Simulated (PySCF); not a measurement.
# Mn (Mn5+): the cost of one run

Computed with PySCF 2.14.0 and routines of our own; the level stands in each step. Atoms count from 0.

## 1. The system as given

1 atom, charge 5, states of the metal's open shell are computed; geometry from: free ion.

## 2. Ligand-field states: state-averaged CASSCF

The job: settings as JSON, then the geometry in Å.

```
{"job": {"kind": "lf", "basis": {"metal": "x2c-TZVPall", "ligand": "x2c-SVPall"}, "nevpt": true}, "charge": 5, "metal": "Mn", "open_shell": "d2"}
Mn     0.000000     0.000000     0.000000
```

Method: state-averaged CASSCF of the metal d shell, SC-NEVPT2 on the averaged canonical orbitals, state-interaction spin-orbit coupling.

The run is started by

```
> OMP_NUM_THREADS=1 python lf_run.py task.json out
```

One launch serves the whole session: the jobs run in the order shown.

**Question.** How long does this first job take on 1 thread of AMD EPYC 7R43, shared host, and how much memory does it need?

About 2.4 s, with a peak of 0.15 GiB.
